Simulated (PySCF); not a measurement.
# F2GeH3P: the cost of one run

Programs: PySCF 2.14.0, with routines of our own; each step states its level. All values are computed. Atoms count from 0.

### Step 1. The system as given

7 atoms, charge 0, multiplicity 1; geometry from: GFN2-xTB.

### Step 2. Optimising the geometry at PBE0-D3(BJ)/def2-SVP

The job: settings as JSON, then the geometry in Å.

```
{"job": {"xc": "PBE0", "basis": "def2-SVP", "d3": "d3bj", "grid": 1, "maxiter": 30, "shake": 0.01, "kind": "geom"}, "charge": 0, "multiplicity": 1}
F      1.834620    -1.174810    -0.554690
P      1.028000     0.133160    -1.176060
F      1.825750     1.203520    -0.264390
Ge    -0.801620    -0.019020     0.249710
H     -0.475030    -0.214440     1.683340
H     -1.681880     1.216660     0.155780
H     -1.695890    -1.174190    -0.143610
```

Launch:

```sh
> OMP_NUM_THREADS=1 python heavy_run.py task.json out
```

One launch serves the whole session: the jobs run in the order shown.

**Question.** How long does this first job take on 1 thread of Arm Neoverse V1, shared host, and how much memory does it need?

About 19 s, with a peak of 0.39 GiB.
